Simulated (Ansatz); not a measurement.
# LiCaCdC6N6: the cost of one run

Program: Ansatz 0.2.0. Level of theory: DFT PBE, scalar-relativistic, plane waves, PAW. These are calculated values, not measurements.

### Step 1. The starting structure

It takes space group F-43m (No. 216, cubic). Conventional cell: a = 10.747 Å, b = 10.747 Å, c = 10.747 Å, α = 90.00°, β = 90.00°, γ = 90.00°. Li (site symmetry -43m) is surrounded by 12 C at 3.84 Å and 12 N at 3.85 Å. Ca (site symmetry -43m) is surrounded by 6 C at 2.11 Å. Around Cd (site symmetry -43m) lie 6 N at 2.10 Å. Around C (site symmetry 2mm) lie 1 N at 1.17 Å. N (site symmetry 2mm) has 1 C at 1.17 Å in its first shell of neighbours.

As a file:

```xyz
15
Lattice="0.0000 5.3735 5.3735 5.3735 0.0000 5.3735 5.3735 5.3735 0.0000" Properties=species:S:1:pos:R:3 pbc="T T T"
Li    8.0602    8.0602    8.0602
Ca    0.0000    0.0000    0.0000
Cd    5.3735    5.3735    5.3735
C     2.1060    5.3735    5.3735
C     5.3735    5.3735    2.1060
C     5.3735    8.6410    5.3735
C     8.6410    5.3735    5.3735
C     5.3735    5.3735    8.6410
C     5.3735    2.1060    5.3735
N     3.2760    5.3735    5.3735
N     5.3735    5.3735    3.2760
N     5.3735    7.4710    5.3735
N     7.4710    5.3735    5.3735
N     5.3735    5.3735    7.4710
N     5.3735    3.2760    5.3735
```

Recipe of the guess: cyanide-bridged rock-salt net of two metals, 1 guest cations a cell (F-43m, No. 216). Lengths come from tabulated atomic sizes and are only a guess.

### Step 2. The guess as it stands, on a coarse mesh

input.yaml

```yaml
crystal:
  lattice:
    - [0.0, 5.3735, 5.3735]
    - [5.3735, 0.0, 5.3735]
    - [5.3735, 5.3735, 0.0]
  atoms:
    - { symbol: Li, position: [0.75, 0.75, 0.75] }
    - { symbol: Ca, position: [0.0, 0.0, 0.0] }
    - { symbol: Cd, position: [0.5, 0.5, 0.5] }
    - { symbol: C, position: [0.80403834, 0.19596166, 0.19596166] }
    - { symbol: C, position: [0.19596166, 0.19596166, 0.80403834] }
    - { symbol: C, position: [0.80403834, 0.19596166, 0.80403834] }
    - { symbol: C, position: [0.19596166, 0.80403834, 0.80403834] }
    - { symbol: C, position: [0.80403834, 0.80403834, 0.19596166] }
    - { symbol: C, position: [0.19596166, 0.80403834, 0.19596166] }
    - { symbol: "N", position: [0.69517075, 0.30482925, 0.30482925] }
    - { symbol: "N", position: [0.30482925, 0.30482925, 0.69517075] }
    - { symbol: "N", position: [0.69517075, 0.30482925, 0.69517075] }
    - { symbol: "N", position: [0.30482925, 0.69517075, 0.69517075] }
    - { symbol: "N", position: [0.69517075, 0.69517075, 0.30482925] }
    - { symbol: "N", position: [0.30482925, 0.69517075, 0.30482925] }
basis:
  ecutwfc: 420
kpoints:
  mp_grid: { grid: [4, 4, 4] }
hamiltonian:
  xc: pbe
scf:
  occupations: { method: gaussian, width: 0.1 }
  lower_state_search: "off"
output:
  forces: true
  stress: true
  eigenvalues: true
```

Launch:

```
$ ansatz run input.yaml --threads 1 --pin off --max-ram 2560MiB --backend cpu --events-out ev --progress --plain --runs-dir out
```

**Question.** How long does this run take on 1 thread of Intel Xeon at 2.50GHz (Skylake/Cascade Lake), shared host, and how much memory does it need?

About 26 s, with a peak of 0.56 GiB.
